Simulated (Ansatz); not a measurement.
# AlF₂H₃OSiZn: basis-set convergence

One table from this session's results is given with a row withheld; the runs are named, their logs left out.

Program: Ansatz 0.2.0, Gaussian basis. Level of theory: one geometry, several basis sets. These are calculated values, not measurements.

The runs, in order: PBE0-D4/def2-SVP; ωB97M-V/def2-SVP; PBE0-D4/def2-QZVPP; ωB97M-V/def2-QZVPP; the functionals' def2-TZVPP values are taken from earlier runs.

**The relaxed structure**

An earlier PBE0-D4 in a triple-zeta def2 set relaxation fixed the geometry.

9 atoms, charge 0, spin multiplicity 1.

Atoms are counted from 1 here; the program's logs count them from 0.

Bond lengths: F1–Al2 1.644 Å, Al2–F3 1.644 Å, Al2–Zn4 2.419 Å, Zn4–O5 1.769 Å, O5–Si6 1.619 Å, Si6–H7 1.492 Å, Si6–H8 1.492 Å, Si6–H9 1.489 Å. Angles: F1–Al2–F3 117.2°, F1–Al2–Zn4 121.5°, F3–Al2–Zn4 121.3°, Al2–Zn4–O5 178.1°, Zn4–O5–Si6 156.2°, O5–Si6–H7 111.3°, O5–Si6–H8 111.3°, O5–Si6–H9 110.1°, H7–Si6–H8 107.6°, H7–Si6–H9 108.2°, H8–Si6–H9 108.2°.

The first run:

Input file in.yaml:

```yaml
crystal:
  periodic: [false, false, false]
  atoms:
    - {symbol: F, position_ang: [1.990646, -3.837185, 0.688755]}
    - {symbol: Al, position_ang: [2.302435, -2.280616, 0.262943]}
    - {symbol: F, position_ang: [3.840864, -1.919184, -0.189049]}
    - {symbol: Zn, position_ang: [0.569985, -0.592390, 0.289569]}
    - {symbol: O, position_ang: [-0.700693, 0.636112, 0.368538]}
    - {symbol: Si, position_ang: [-1.742938, 1.728755, -0.214062]}
    - {symbol: H, position_ang: [-1.028613, 2.884226, -0.829944]}
    - {symbol: H, position_ang: [-2.625536, 1.133585, -1.259339]}
    - {symbol: H, position_ang: [-2.606161, 2.246707, 0.882579]}
basis:
  gaussian: {orbitals: def2-SVP}
hamiltonian: {xc: pbe0, dispersion: d4}
output: {orbitals: {seedname: orbitals}}
```

On the command line:

```
ansatz run in.yaml --threads 2 --pin off --events-out ev --progress --plain --max-ram 22528MiB --backend cpu
```

Among the steps run: PBE0-D4 in def2-SVP; ωB97M-V in def2-SVP; PBE0-D4 in def2-QZVPP; ωB97M-V in def2-QZVPP.

One table of the session follows, with a row left open; its other results are not shown here.

It belongs to the step «Density functionals: the series». 

```
functional       basis  HOMO (eV)  LUMO (eV)
   PBE0-D4    def2-SVP      -8.08      -1.75
   PBE0-D4  def2-TZVPP      -8.32      -2.24
   PBE0-D4  def2-QZVPP          ?          ?
   ωB97M-V    def2-SVP     -10.32       0.06
   ωB97M-V  def2-TZVPP     -10.59      -0.60
   ωB97M-V  def2-QZVPP     -10.61      -0.70
```

Q: Estimate the row for PBE0-D4, def2-QZVPP from the others.

**Answer.** HOMO (eV): -8.34; LUMO (eV): -2.25. In the column «HOMO (eV)» it lies between ωB97M-V, def2-SVP (-10.32) and PBE0-D4, def2-TZVPP (-8.32).
